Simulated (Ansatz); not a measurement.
# GeCl2: from a guess to a relaxed structure

The task: take a trial cell of GeCl2 to zero force and stress.

Computed with Ansatz 0.2.0 (DFT PBE, scalar-relativistic, plane waves, PAW, unless a step's input says otherwise).

## 1. The system as given

It takes space group Fm-3m (No. 225, cubic). Conventional cell: a = 7.425 Å, b = 7.425 Å, c = 7.425 Å, α = 90.00°, β = 90.00°, γ = 90.00°. Around Ge (site symmetry m-3m) lie 8 Cl at 3.21 Å. Around Cl (site symmetry -43m) lie 4 Ge at 3.21 Å.

Coordinates:

```
Ge Cl
1.0
     0.00000    3.71235    3.71235
     3.71235    0.00000    3.71235
     3.71235    3.71235    0.00000
Ge Cl
1 2
Cartesian
  0.0000 0.0000 0.0000
  5.5685 5.5685 5.5685
  1.8562 1.8562 1.8562
```

Recipe of the guess: species swapped into a database cell of Ca2Sn (Fm-3m, No. 225), with Cl on the Ca sites and Ge on the Sn sites. Lengths come from tabulated atomic sizes and are only a guess.

## 2. A first look at the guess

File input.yaml:

```yaml
crystal:
  lattice:
    - [0.0, 3.71234934, 3.71234934]
    - [3.71234934, 0.0, 3.71234934]
    - [3.71234934, 3.71234934, 0.0]
  atoms:
    - { symbol: Ge, position: [0.0, 0.0, 0.0] }
    - { symbol: Cl, position: [0.75, 0.75, 0.75] }
    - { symbol: Cl, position: [0.25, 0.25, 0.25] }
basis:
  ecutwfc: 420
kpoints:
  mp_grid: { grid: [4, 4, 4] }
hamiltonian:
  xc: pbe
scf:
  occupations: { method: gaussian, width: 0.1 }
  lower_state_search: "off"
output:
  forces: true
  stress: true
  eigenvalues: true
```

Command:

```console
$ ansatz run input.yaml --threads 1 --pin off --max-ram 2048MiB --backend cpu --events-out ev --progress --plain --runs-dir out
```

Log, shortened:

```text
[...]
SCF converged after 7 iterations
Free energy (F): -6454.974367 eV
[...]
E sigma→0 (E₀):  -6454.974367 eV
Fermi energy:    1.415097 eV
[...]
--- Forces (eV/Å), atoms counted from 1 ---
  atom   1  Ge    -0.00000000     0.00000000     0.00000000
  atom   2  Cl    -0.00000000     0.00000000    -0.00000000
  atom   3  Cl    -0.00000000     0.00000000     0.00000000
[...]
--- Stress (GPa, compression-positive) ---
       -7.005629       0.000000       0.000000
        0.000000      -7.005629       0.000000
        0.000000       0.000000      -7.005629
  P = ⅓ Tr σ = -7.0056 GPa (-70.056 kbar)
--- Band table (eV; the first three rows and the last of 8) ---
  k-point 0: bands = ["-24.6232", "-24.6232", "-24.6196", "-24.6196", "-24.6196", "-12.6664", "-12.0496", "-5.7897", "-0.9679", "-0.9679", "-0.9679", "-0.3210", "-0.3210", "-0.3210", "2.9309", "2.9309", "2.9309", "7.8822"]
[...]
```

It took 0.53 s on 1 thread of AMD EPYC 9R45 (Zen 5), shared host; peak memory 0.38 GiB.

From the probe: pressure -7.0 GPa, largest force 0.00 eV/Å, gap on this mesh 2.16 eV. A guess like this is first relaxed loosely on the coarse mesh.

## 3. Rough relaxation on the coarse mesh

input.yaml, as its differences from that of step 2:

```diff
@@ -22 +22,6 @@
   eigenvalues: true
+relax:
+  adjacent_minimum: "off"
+  f_tol: 0.04
+  max_steps: 70
+  cell: { stress_tol: 0.4 }
```

Command:

```console
$ ansatz run input.yaml --threads 1 --pin off --max-ram 2048MiB --backend cpu --events-out ev --progress --plain --runs-dir out
```

Log:

```text
Warning: RAYON_NUM_THREADS=1 ignored (pool sized by the plan → 1); use --threads N
Engine: ansatz 0.2.0, x86_64-unknown-linux-gnu
Pseudopotentials: kind: paw
Pseudopotential: Ge, paw, valence charge 14, recommended cutoff 420 eV (normal), Ge.paw.azcp
Pseudopotential: Cl, paw, valence charge 7, recommended cutoff 420 eV (normal), Cl.paw.azcp
Functional definition: PBE
  parameter kappa = 0.804
  parameter beta = 0.06672455060314922
  exchange = pbe_x(kappa = kappa, mu = beta*pi^2/3)
  correlation = pbe_c(beta = beta)
Crystal: 3 atoms, lattice volume = 102.324 Å³
Basis set: ecut = 420 eV, 1989 PW (Γ), exchange–correlation on 72×72×72 points (8 copies of the dense FFT grid, shifted against one another)
Bands: 18, of which v1, the nominal top of the filled ones, is band 14 counted from 1 (13 counted from 0)
Symmetry: 48 space group operations
Space group: Fm-3m (ITA 225), of the structure as read, at distance tolerance 4.7e-5 Å
k-points: 8 of 64
Non-local potential: Ge, projectors of the file, l = 0: 2, l = 1: 2, l = 2: 3, l = 3: 1
Non-local potential: Cl, projectors of the file, l = 0: 2, l = 1: 2, l = 2: 2
PAW form: soft (Blöchl's): semilocal exchange-correlation on the pseudo side does not see the compensation charge
PAW one-centre angular grid: Ge, 590 points (default); XC on 64 Gauss nodes
PAW one-centre angular grid: Cl, 110 points (default); XC on 64 Gauss nodes
Initial density: superposition of atomic densities (neutral atoms: chi_scale 0, normalization atom), corrected by the library's trained network
Initial wavefunctions: pseudopotential atomic-orbital guess
Functional: x = pbe(κ = 0.804, μ = 0.2195149727645171), c = pbe(β = 0.06672455060314922)
SCF iter   1: F=—  HF=-6454.975844 eV  |F-HF|=—  |Δ(HF+E_count)|=         —  Δρ=1.89e-3  dr2=9.52e-3  ethr=1.77e-3  ⟨swp⟩=5.6  Hψ=665  notcnv=0
preconditioner: auto → none  [insulator: Δε(μ)=2.222 eV  Ē_g=8.624 eV  σ=0.100 eV  W_gap=1.00  n_scr=14 (ndim 8)  ℏωp=15.6 eV  f_vac=0.147  D(μ)=0.00/eV (n_scr^D=0)  ε∞_Penn≈4.3]
SCF iter   2: F=—  HF=-6454.976198 eV  |F-HF|=—  |Δ(HF+E_count)|=   3.54e-4  Δρ=1.75e-3  dr2=6.33e-3  ethr=3.40e-5  ⟨swp⟩=2.0  Hψ=295  notcnv=0
SCF iter   3: F=—  HF=-6454.974779 eV  |F-HF|=—  |Δ(HF+E_count)|=   1.42e-3  Δρ=3.89e-4  dr2=2.63e-4  ethr=2.26e-5  ⟨swp⟩=2.6  Hψ=208  notcnv=0
SCF iter   4: F=—  HF=-6454.974373 eV  |F-HF|=—  |Δ(HF+E_count)|=   4.05e-4  Δρ=2.08e-4  dr2=7.26e-5  ethr=9.41e-7  ⟨swp⟩=2.0  Hψ=248  notcnv=0
SCF iter   5: F=—  HF=-6454.974367 eV  |F-HF|=—  |Δ(HF+E_count)|=   6.55e-6  Δρ=6.19e-5  dr2=6.78e-6  ethr=2.59e-7  ⟨swp⟩=2.0  Hψ=256  notcnv=0
SCF iter   6: F=—  HF=-6454.974367 eV  |F-HF|=—  |Δ(HF+E_count)|=   1.61e-7  Δρ=1.45e-5  dr2=3.50e-7  ethr=2.42e-8  ⟨swp⟩=2.0  Hψ=198  notcnv=0
SCF iter   7: F=-6454.974367 eV  HF=-6454.974367 eV  |F-HF|=7.85e-10  |Δ(HF+E_count)|=   2.62e-8  Δρ=9.64e-7  dr2=7.07e-10  ethr=3.57e-10  ⟨swp⟩=5.1  Hψ=603  notcnv=0
SCF 1 converged in 7 iterations: F = -6454.974367 eV  dr2 = 7.07e-10
relax step   1: F+E_penalty+E_count = -6454.97436673 eV  Δ(F+E_penalty+E_count) = +0.000e0 eV  max|allowed force component| = 1.234e-17 eV/Å  Δτ_max = 0.0000 Å  P = -7.006 GPa  Ω = 102.324 Å³  (7 SCF iters, dr2 threshold 1.00e-7 eV, accepted)
Crystal: 3 atoms, lattice volume = 88.077 Å³
Basis set: ecut = 420 eV, 1759 PW (Γ), exchange–correlation on 72×72×72 points (8 copies of the dense FFT grid, shifted against one another)
Initial density: handed on by an earlier stage of this run
Initial wavefunctions: those handed on with the density
iter 1 solved again at ethr=2.65e-4 eV; its pass at ethr=3.10e-3 eV (dr2=7.41e-2 eV) is discarded
SCF iter   1: F=—  HF=-6455.573310 eV  |F-HF|=—  |Δ(HF+E_count)|=         —  Δρ=5.67e-3  dr2=7.42e-2  ethr=2.65e-4  ⟨swp⟩=1.0  Hψ=815  notcnv=0
preconditioner: auto → none  [insulator: Δε(μ)=2.302 eV  Ē_g=9.108 eV  σ=0.100 eV  W_gap=1.00  n_scr=14 (ndim 8)  ℏωp=16.8 eV  f_vac=0.111  D(μ)=0.00/eV (n_scr^D=0)  ε∞_Penn≈4.4]
SCF iter   2: F=—  HF=-6455.554381 eV  |F-HF|=—  |Δ(HF+E_count)|=   1.89e-2  Δρ=3.59e-3  dr2=1.93e-2  ethr=2.65e-4  ⟨swp⟩=3.1  Hψ=289  notcnv=0
SCF iter   3: F=—  HF=-6455.549026 eV  |F-HF|=—  |Δ(HF+E_count)|=   5.35e-3  Δρ=8.77e-4  dr2=9.07e-4  ethr=6.88e-5  ⟨swp⟩=2.8  Hψ=318  notcnv=0
SCF iter   4: F=—  HF=-6455.548903 eV  |F-HF|=—  |Δ(HF+E_count)|=   1.23e-4  Δρ=2.01e-4  dr2=2.90e-5  ethr=3.24e-6  ⟨swp⟩=2.9  Hψ=290  notcnv=0
SCF iter   5: F=—  HF=-6455.548929 eV  |F-HF|=—  |Δ(HF+E_count)|=   2.57e-5  Δρ=6.29e-5  dr2=1.75e-6  ethr=1.03e-7  ⟨swp⟩=2.0  Hψ=247  notcnv=0
SCF iter   6: F=-6455.548929 eV  HF=-6455.548929 eV  |F-HF|=3.46e-8  |Δ(HF+E_count)|=   5.83e-7  Δρ=7.86e-6  dr2=8.39e-8  ethr=1.07e-9  ⟨swp⟩=5.9  Hψ=607  notcnv=0
SCF 2 converged in 6 iterations: F = -6455.548929 eV  dr2 = 8.39e-8
relax step   2: F+E_penalty+E_count = -6455.54892943 eV  Δ(F+E_penalty+E_count) = -5.746e-1 eV  max|allowed force component| = 5.243e-17 eV/Å  Δτ_max = 0.0000 Å  P = -5.569 GPa  Ω = 88.077 Å³  energy of the carried Pulay correction = +5.564e-4 eV  (6 SCF iters, dr2 threshold 3.00e-7 eV, accepted)
Crystal: 3 atoms, lattice volume = 75.217 Å³
Basis set: ecut = 420 eV, 1459 PW (Γ), exchange–correlation on 72×72×72 points (8 copies of the dense FFT grid, shifted against one another)
iter 1 solved again at ethr=2.89e-4 eV; its pass at ethr=3.10e-3 eV (dr2=8.10e-2 eV) is discarded
SCF iter   1: F=—  HF=-6455.888603 eV  |F-HF|=—  |Δ(HF+E_count)|=         —  Δρ=6.50e-3  dr2=8.12e-2  ethr=2.89e-4  ⟨swp⟩=1.0  Hψ=814  notcnv=0
preconditioner: auto → none  [insulator: Δε(μ)=2.503 eV  Ē_g=9.834 eV  σ=0.100 eV  W_gap=1.00  n_scr=14 (ndim 8)  ℏωp=18.2 eV  f_vac=0.088  D(μ)=0.00/eV (n_scr^D=0)  ε∞_Penn≈4.4]
SCF iter   2: F=—  HF=-6455.862740 eV  |F-HF|=—  |Δ(HF+E_count)|=   2.59e-2  Δρ=3.45e-3  dr2=1.23e-2  ethr=2.89e-4  ⟨swp⟩=3.1  Hψ=283  notcnv=0
SCF iter   3: F=—  HF=-6455.858950 eV  |F-HF|=—  |Δ(HF+E_count)|=   3.79e-3  Δρ=9.15e-4  dr2=9.82e-4  ethr=4.38e-5  ⟨swp⟩=3.0  Hψ=323  notcnv=0
SCF iter   4: F=—  HF=-6455.858773 eV  |F-HF|=—  |Δ(HF+E_count)|=   1.77e-4  Δρ=2.30e-4  dr2=4.05e-5  ethr=3.51e-6  ⟨swp⟩=2.5  Hψ=231  notcnv=0
SCF iter   5: F=—  HF=-6455.858802 eV  |F-HF|=—  |Δ(HF+E_count)|=   2.91e-5  Δρ=6.37e-5  dr2=1.32e-6  ethr=1.45e-7  ⟨swp⟩=2.0  Hψ=256  notcnv=0
SCF iter   6: F=-6455.858802 eV  HF=-6455.858802 eV  |F-HF|=7.50e-9  |Δ(HF+E_count)|=   2.38e-7  Δρ=6.60e-6  dr2=3.48e-8  ethr=1.07e-9  ⟨swp⟩=5.8  Hψ=667  notcnv=0
SCF 3 converged in 6 iterations: F = -6455.858802 eV  dr2 = 3.48e-8
relax step   3: F+E_penalty+E_count = -6455.85880168 eV  Δ(F+E_penalty+E_count) = -3.099e-1 eV  max|allowed force component| = 1.403e-16 eV/Å  Δτ_max = 0.0000 Å  P = -1.470 GPa  Ω = 75.217 Å³  energy of the carried Pulay correction = +1.136e-3 eV  (6 SCF iters, dr2 threshold 3.00e-7 eV, accepted)
Crystal: 3 atoms, lattice volume = 71.483 Å³
Basis set: ecut = 420 eV, 1411 PW (Γ), exchange–correlation on 72×72×72 points (8 copies of the dense FFT grid, shifted against one another)
iter 1 solved again at ethr=3.27e-5 eV; its pass at ethr=3.10e-3 eV (dr2=9.16e-3 eV) is discarded
SCF iter   1: F=—  HF=-6455.872866 eV  |F-HF|=—  |Δ(HF+E_count)|=         —  Δρ=2.24e-3  dr2=9.17e-3  ethr=3.27e-5  ⟨swp⟩=1.0  Hψ=803  notcnv=0
preconditioner: auto → none  [insulator: Δε(μ)=2.551 eV  Ē_g=17.063 eV  σ=0.100 eV  W_gap=1.00  n_scr=14 (ndim 8)  ℏωp=23.2 eV  f_vac=0.088  D(μ)=0.00/eV (n_scr^D=0)  ε∞_Penn≈2.9]
SCF iter   2: F=—  HF=-6455.869778 eV  |F-HF|=—  |Δ(HF+E_count)|=   3.09e-3  Δρ=1.13e-3  dr2=1.16e-3  ethr=3.27e-5  ⟨swp⟩=3.0  Hψ=260  notcnv=0
SCF iter   3: F=—  HF=-6455.869416 eV  |F-HF|=—  |Δ(HF+E_count)|=   3.62e-4  Δρ=3.05e-4  dr2=1.15e-4  ethr=4.15e-6  ⟨swp⟩=3.0  Hψ=256  notcnv=0
SCF iter   4: F=—  HF=-6455.869397 eV  |F-HF|=—  |Δ(HF+E_count)|=   1.82e-5  Δρ=9.36e-5  dr2=8.63e-6  ethr=4.12e-7  ⟨swp⟩=2.2  Hψ=199  notcnv=0
SCF iter   5: F=-6455.869399 eV  HF=-6455.869400 eV  |F-HF|=2.21e-7  |Δ(HF+E_count)|=   2.44e-6  Δρ=2.52e-5  dr2=2.44e-7  ethr=1.07e-9  ⟨swp⟩=4.0  Hψ=743  notcnv=0
SCF 4 converged in 5 iterations: F = -6455.869399 eV  dr2 = 2.44e-7
relax step   4: F+E_penalty+E_count = -6455.86939949 eV  Δ(F+E_penalty+E_count) = -1.060e-2 eV  max|allowed force component| = 1.835e-16 eV/Å  Δτ_max = 0.0000 Å  P = +0.673 GPa  Ω = 71.483 Å³  energy of the carried Pulay correction = +1.320e-3 eV  (5 SCF iters, dr2 threshold 3.00e-7 eV, accepted)
Crystal: 3 atoms, lattice volume = 72.537 Å³
iter 1 solved again at ethr=2.84e-6 eV; its pass at ethr=3.10e-3 eV (dr2=7.94e-4 eV) is discarded
SCF iter   1: F=—  HF=-6455.871857 eV  |F-HF|=—  |Δ(HF+E_count)|=         —  Δρ=6.44e-4  dr2=7.87e-4  ethr=2.84e-6  ⟨swp⟩=2.2  Hψ=793  notcnv=0
preconditioner: auto → none  [insulator: Δε(μ)=2.633 eV  Ē_g=16.966 eV  σ=0.100 eV  W_gap=1.00  n_scr=14 (ndim 8)  ℏωp=23.1 eV  f_vac=0.091  D(μ)=0.00/eV (n_scr^D=0)  ε∞_Penn≈2.8]
SCF iter   2: F=—  HF=-6455.871586 eV  |F-HF|=—  |Δ(HF+E_count)|=   2.72e-4  Δρ=3.29e-4  dr2=9.98e-5  ethr=2.81e-6  ⟨swp⟩=2.0  Hψ=243  notcnv=0
SCF iter   3: F=—  HF=-6455.871565 eV  |F-HF|=—  |Δ(HF+E_count)|=   2.12e-5  Δρ=8.63e-5  dr2=1.00e-5  ethr=3.57e-7  ⟨swp⟩=2.8  Hψ=255  notcnv=0
SCF iter   4: F=—  HF=-6455.871563 eV  |F-HF|=—  |Δ(HF+E_count)|=   1.89e-6  Δρ=2.67e-5  dr2=7.97e-7  ethr=3.58e-8  ⟨swp⟩=2.1  Hψ=184  notcnv=0
SCF iter   5: F=-6455.871563 eV  HF=-6455.871563 eV  |F-HF|=1.08e-8  |Δ(HF+E_count)|=   1.35e-7  Δρ=7.71e-6  dr2=2.58e-8  ethr=1.07e-9  ⟨swp⟩=5.2  Hψ=638  notcnv=0
SCF 5 converged in 5 iterations: F = -6455.871563 eV  dr2 = 2.58e-8
relax step   5: F+E_penalty+E_count = -6455.87156293 eV  Δ(F+E_penalty+E_count) = -2.163e-3 eV  max|allowed force component| = 6.939e-17 eV/Å  Δτ_max = 0.0000 Å  P = +0.008 GPa  Ω = 72.537 Å³  energy of the carried Pulay correction = +1.267e-3 eV  (5 SCF iters, dr2 threshold 3.00e-7 eV, accepted)
Basis set: ecut = 420 eV, 1411 PW (Γ), exchange–correlation on 64×64×64 points (8 copies of the dense FFT grid, shifted against one another)
Initial wavefunctions: pseudopotential atomic-orbital guess (no wavefunctions were taken with the density)
iter 1 solved again at ethr=4.58e-7 eV; its pass at ethr=3.10e-3 eV (dr2=1.28e-4 eV) is discarded
SCF iter   1: F=—  HF=-6455.870233 eV  |F-HF|=—  |Δ(HF+E_count)|=         —  Δρ=1.08e-4  dr2=1.53e-6  ethr=4.58e-7  ⟨swp⟩=2.8  Hψ=1044  notcnv=0
preconditioner: auto → none  [insulator: Δε(μ)=2.619 eV  Ē_g=16.978 eV  σ=0.100 eV  W_gap=1.00  n_scr=14 (ndim 8)  ℏωp=23.1 eV  f_vac=0.093  D(μ)=0.00/eV (n_scr^D=0)  ε∞_Penn≈2.8]
SCF iter   2: F=—  HF=-6455.870236 eV  |F-HF|=—  |Δ(HF+E_count)|=   2.94e-6  Δρ=8.87e-5  dr2=2.11e-6  ethr=5.45e-9  ⟨swp⟩=2.0  Hψ=251  notcnv=0
SCF iter   3: F=—  HF=-6455.870237 eV  |F-HF|=—  |Δ(HF+E_count)|=   1.79e-6  Δρ=2.12e-5  dr2=1.50e-7  ethr=5.45e-9  ⟨swp⟩=2.0  Hψ=249  notcnv=0
SCF iter   4: F=—  HF=-6455.870237 eV  |F-HF|=—  |Δ(HF+E_count)|=   1.40e-7  Δρ=7.62e-6  dr2=5.81e-8  ethr=5.34e-10  ⟨swp⟩=2.0  Hψ=256  notcnv=0
SCF iter   5: F=-6455.870237 eV  HF=-6455.870237 eV  |F-HF|=2.96e-10  |Δ(HF+E_count)|=   1.40e-8  Δρ=1.75e-6  dr2=1.15e-9  ethr=6.86e-12  ⟨swp⟩=3.1  Hψ=554  notcnv=0
SCF 6 converged in 5 iterations: F = -6455.870237 eV  dr2 = 1.15e-9
relax step   6: F+E_penalty+E_count = -6455.87023746 eV  Δ(F+E_penalty+E_count) = +1.325e-3 eV  max|allowed force component| = 1.018e-16 eV/Å  Δτ_max = 0.0000 Å  P = +0.005 GPa  Ω = 72.537 Å³  stress off target by 4.75e-3 GPa  SCF on the basis re-selected at this cell (its energy is not comparable with the rows above)  (5 SCF iters)
basis re-selected at this cell: Δ(F+E_penalty+E_count) = +1.325e-3 eV, ΔP = -0.004 GPa vs the last step (what re-selecting the basis moved, of the pressure what is left beyond the Pulay correction that the steps carried, after the strain that the cell walked since its last selection, with what the two solves' SCF thresholds leave and, on support functions, any second-order correction that the steps lacked; it is no measure of the basis error at this ecutwfc). The dense FFT grid was sized anew with the basis: this SCF ran on 32×32×32 points, the steps before it on 36×36×36, so part of this shift can come from that change (see relax.cell in the input reference). This SCF's stress stands 4.75e-3 GPa from its target on what of the cell is left free (relax.cell.stress_tol is 4.00e-1 GPa) and its largest allowed force component is 1.02e-16 eV/Å (relax.f_tol is 4.00e-2 eV/Å): within both
SCF converged after 5 iterations
Free energy (F): -6455.870237 eV
Harris-Foulkes:  -6455.870237 eV  (|F-HF|=2.96e-10)
Internal energy: -6455.870237 eV  (E = F + TS)
E sigma→0 (E₀):  -6455.870237 eV
Fermi energy:    4.915747 eV
--- Per-component energies (eV) ---
  E_band       = -228.890437
  E_kinetic    = 428.345905
  E_local      = -3092.037027  (includes V_loc(G=0)·N_el)
  E_nonlocal   = 467.919912
  E_hartree    = 1282.001115
  E_xc         = -288.273150
  E_vxc        = -306.174935  (∫ρ·V_xc dr)
  E_paw        = -3329.846461  (= ΣΔE_a)
  E_vpaw       = -290.946267  (= ΣTr[D̂ρ^β])
  E_aug_tail   = 0.000494  (compensation charges beyond the density's cutoff)
  E_ewald      = -1923.981026
  E_smearing   = -0.000000  (= −TS)
  E_closure    = -0.000000  (closes the sum)
  Σ components = -6455.870237   (vs F -6455.870237, Δ=0.00e0)
--- Forces (eV/Å), atoms counted from 1 ---
  atom   1  Ge     0.00000000    -0.00000000     0.00000000
  atom   2  Cl     0.00000000    -0.00000000     0.00000000
  atom   3  Cl     0.00000000     0.00000000    -0.00000000
  max |Σ_I F_I| component: 5.55e-17 eV/Å
--- Stress (GPa, compression-positive) ---
        0.004749      -0.000000      -0.000000
        0.000000       0.004749      -0.000000
        0.000000      -0.000000       0.004749
  P = ⅓ Tr σ = 0.0047 GPa (0.047 kbar)
--- Band table (eV; the first three rows and the last of 8) ---
  k-point 0: bands = ["-20.4893", "-20.4893", "-20.4879", "-20.4879", "-20.4879", "-10.8693", "-9.2799", "-1.4361", "1.1292", "1.1292", "1.1292", "2.3188", "2.3188", "2.3188", "6.5089", "6.5089", "6.5089", "11.9568"]
  k-point 1: bands = ["-20.4893", "-20.4893", "-20.4883", "-20.4875", "-20.4875", "-10.6129", "-9.4760", "-2.2833", "0.9936", "1.0882", "1.0882", "2.0578", "2.0578", "3.2663", "7.1055", "7.1055", "7.1068", "12.7631"]
  k-point 2: bands = ["-20.4893", "-20.4893", "-20.4887", "-20.4871", "-20.4871", "-10.0360", "-9.9902", "-2.9512", "1.0867", "1.0969", "1.0969", "1.7649", "1.7649", "3.6070", "7.8531", "7.8531", "8.3642", "12.6096"]
  k-point 7: bands = ["-20.4894", "-20.4890", "-20.4882", "-20.4882", "-20.4867", "-9.9384", "-9.9384", "-3.6221", "-0.3192", "1.2235", "1.2235", "2.8577", "3.2461", "3.3261", "7.9652", "7.9652", "8.2316", "11.7287"]
--- Relaxed structure (5 steps of the walk, 5 accepted, 1 SCFs on fresh bases) ---
  F+E_penalty+E_count = -6455.87023746 eV   max|allowed force component| = 1.018e-16 eV/Å   (the final SCF, on the basis selected at the relaxed cell)
  cell:  # Å, volume = 72.5374 Å³
    - [-1.4012273103537169e-33, 3.3101215342422483, 3.3101215342422488]
    - [3.3101215342422483, 2.3693479966038788e-33, 3.3101215342422488]
    - [3.3101215342422483, 3.3101215342422483, -1.7105694144590052e-49]
  atoms:
    - { symbol: Ge, position: [-1.6563453543036791e-34, 4.42322568514702e-34, 2.7443634010675972e-34] }
    - { symbol: Cl, position: [0.7499999999999999, 0.7499999999999999, 0.7500000000000003] }
    - { symbol: Cl, position: [0.25, 0.25, 0.25] }
```

Run time: 2.8 s. Hardware: 1 thread of AMD EPYC 9R45 (Zen 5), shared host; peak memory 0.37 GiB.

Step by step:

| step | energy from step 1 (eV/cell) | largest force component (eV/Å) | pressure (GPa) | volume (Å³) |
| --- | --- | --- | --- | --- |
| 1 | 0.0000 | 0.0000 | -7.01 | 102.32 |
| 2 | -0.5746 | 0.0000 | -5.57 | 88.08 |
| 3 | -0.8844 | 0.0000 | -1.47 | 75.22 |
| 4 | -0.8950 | 0.0000 | 0.67 | 71.48 |
| 5 | -0.8972 | 0.0000 | 0.01 | 72.54 |
| 6 | -0.8959 | 0.0000 | 0.00 | 72.54 |

Step 1 is the start. Step 6 repeats the geometry before it on a plane-wave basis chosen anew for that cell, so its energy need not be comparable with the rows above.

Lengths and angles in the start's conventional setting:

|  | before | after | change |
| --- | --- | --- | --- |
| a (Å) | 7.425 | 6.620 | -10.8 % |
| b (Å) | 7.425 | 6.620 | -10.8 % |
| c (Å) | 7.425 | 6.620 | -10.8 % |
| volume (Å³/atom) | 34.11 | 24.18 | -29.1 % |
| shortest distance (Å) | 3.215 | 2.867 | -10.8 % |
| space group (0.01 Å) | Fm-3m | Fm-3m | same |

The run keeps the 48 symmetry operations of the start, so it could not have lowered the symmetry.

[end of part 1 of 2]
